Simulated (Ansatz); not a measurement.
# ZnSe: the cost of one run

Computed with Ansatz 0.2.0 (DFT r2SCAN, scalar-relativistic, plane waves, PAW, unless a step's input says otherwise).

1 further run of the same task is left out (set aside as unsound or not needed).

**1. The system as given**

It takes space group F-43m (No. 216, cubic). The conventional cell has a = 5.666 Å, b = 5.666 Å, c = 5.666 Å, α = 90.00°, β = 90.00°, γ = 90.00°. Zn (site symmetry -43m) has 4 Se at 2.45 Å as nearest neighbours. Se (site symmetry -43m) has 4 Zn at 2.45 Å as nearest neighbours.

Coordinates:

```
Zn Se
1.0
     0.00000    2.83295    2.83295
     2.83295    0.00000    2.83295
     2.83295    2.83295    0.00000
Zn Se
1 1
Direct
  0.00000 0.00000 0.00000
  0.25000 0.25000 0.25000
```

This cell was relaxed beforehand with the same method: volume 22.74 Å³/atom, gap on the mesh 1.87 eV.

**2. Electronic structure at the relaxed geometry**

File input.yaml:

```yaml
crystal:
  lattice:
    - [0.0, 2.8329452543, 2.8329452543]
    - [2.8329452543, 0.0, 2.8329452543]
    - [2.8329452543, 2.8329452543, 0.0]
  atoms:
    - { symbol: Zn, position: [0.0, 0.0, 0.0] }
    - { symbol: Se, position: [0.25, 0.25, 0.25] }
basis:
  ecutwfc: 500
kpoints:
  mp_grid: { grid: [8, 8, 8] }
  band_path:
    path:
      - [[0.0, 0.0, 0.0], [-0.5, -0.5, 0.0], [-0.375, -0.375, 0.25]]
      - [[-0.375, 0.0, 0.375], [0.0, 0.0, 0.0], [0.0, 0.0, 0.5], [-0.5, -0.25, 0.25], [-0.5, -0.5, 0.0]]
    npoints: 14
hamiltonian:
  xc: r2scan
scf:
  occupations: { method: gaussian, width: 0.02 }
  n_extra_bands: 6
output:
  forces: true
  stress: true
  eigenvalues: true
  populations: true
  dos: { projected: true, de: 0.02, nscf_kmesh: { grid: [12, 12, 12] } }
  bader: true
  write_density: true
  write_potential: true
  elf: true
  volumetric_format: npy
```

Command:

```sh
> ansatz run input.yaml --threads 1 --pin off --max-ram 2560MiB --backend cpu --events-out ev --progress --plain --runs-dir out
```

Q: Estimate wall time and peak memory on 1 thread of Intel Xeon 6975P-C (Granite Rapids), shared host.

About 35 s, with a peak of 0.47 GiB.
